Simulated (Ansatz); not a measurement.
Something may be wrong with this Ansatz 0.2.0 calculation of Zr3S2.

File input.yaml:

```yaml
crystal:
  lattice:
    - [2.9025379727, 1.6757810799, 3.4877732718]
    - [-2.9025379727, 1.6757810799, 3.4877732718]
    - [0.0, -3.3515621597, 3.4877732718]
  atoms:
    - { symbol: Zr, position: [0.838727, 0.5, 0.161273] }
    - { symbol: Zr, position: [0.5, 0.161273, 0.838727] }
    - { symbol: Zr, position: [0.161273, 0.838727, 0.5] }
    - { symbol: S, position: [0.665023, 0.665023, 0.665023] }
    - { symbol: S, position: [0.334977, 0.334977, 0.334977] }
hamiltonian:
  xc: b3-lyp
  pseudopotentials: { kind: paw }
kpoints:
  mp_grid: { grid: [6, 6, 6] }
  band_path:
    path:
      - [[0.0, 0.0, 0.0], [0.5, 0.0, 0.0], [0.5, 0.3205695712, -0.3205695712]]
      - [[0.6794304288, 0.5, 0.3205695712], [0.5, 0.5, 0.5], [0.0, 0.0, 0.0], [0.4102847856, 0.0, -0.4102847856]]
      - [[0.5897152144, 0.4102847856, 0.0], [0.5, 0.5, 0.0], [0.5897152144, 0.5897152144, 0.3205695712], [0.5, 0.5, 0.5]]
      - [[0.5, 0.0, 0.0], [0.6794304288, 0.4102847856, 0.4102847856]]
    npoints: 14
scf:
  occupations: { method: fermi_dirac, width: 0.05 }
  n_extra_bands: 12
  max_iter: 100
output:
  forces: true
  stress: true
  eigenvalues: true
  fatbands: false
```

Potentials or basis: Ansatz PAW.

Run with:

```sh
$ ansatz run input.yaml --threads 2 --pin off --max-ram 5632MiB --backend cpu --events-out ev --progress --plain --runs-dir out
```

Output:

```text
Error: YAML parse error: error: line 13 column 7: hamiltonian.xc: unknown variant `b3-lyp`, expected one of `lda`, `lda-pw`, `pw92`, `pbe`, `pbesol`, `rpbe`, `revpbe`, `blyp`, `pbe0`, `revpbe0`, `b3lyp`, `b3lyp5`, `hse06`, `wpbeh`, `hiss`, `lc_wpbe`, `cam_b3lyp`, `hf`, `r2scan`, `r2scanh`, `r2scan0`, `r2scan50`, `mr2scan`
  --> <input>:13:7
   |
11 |     - { symbol: S, position: [0.334977, 0.334977, 0.334977] }
12 | hamiltonian:
13 |   xc: b3-lyp
   |       ^ hamiltonian.xc: unknown variant `b3-lyp`, expected one of `lda`, `lda-pw`, `pw92`, `pbe`, `pbesol`, `rpbe`, `revpbe`, `blyp`, `pbe0`, `revpbe0`, `b3lyp`, `b3lyp5`, `hse06`, `wpbeh`, `hiss`, `lc_wpbe`, `cam_b3lyp`, `hf`, `r2scan`, `r2scanh`, `r2scan0`, `r2scan50`, `mr2scan`
14 |   pseudopotentials: { kind: paw }
15 | kpoints:
   |
```

Task: How did it end, and where is the flaw?

Result: The program refused the input. The input holds a flaw that was put in on purpose: an unknown functional (hamiltonian.xc = b3-lyp).

A sound run on the same cell differs in these lines of the main input:
```diff
@@ -13 +13 @@
-  xc: b3-lyp
+  xc: r2scan
@@ -27 +26,0 @@
-  max_iter: 100
@@ -32 +31 @@
-  fatbands: false
+  fatbands: true
```
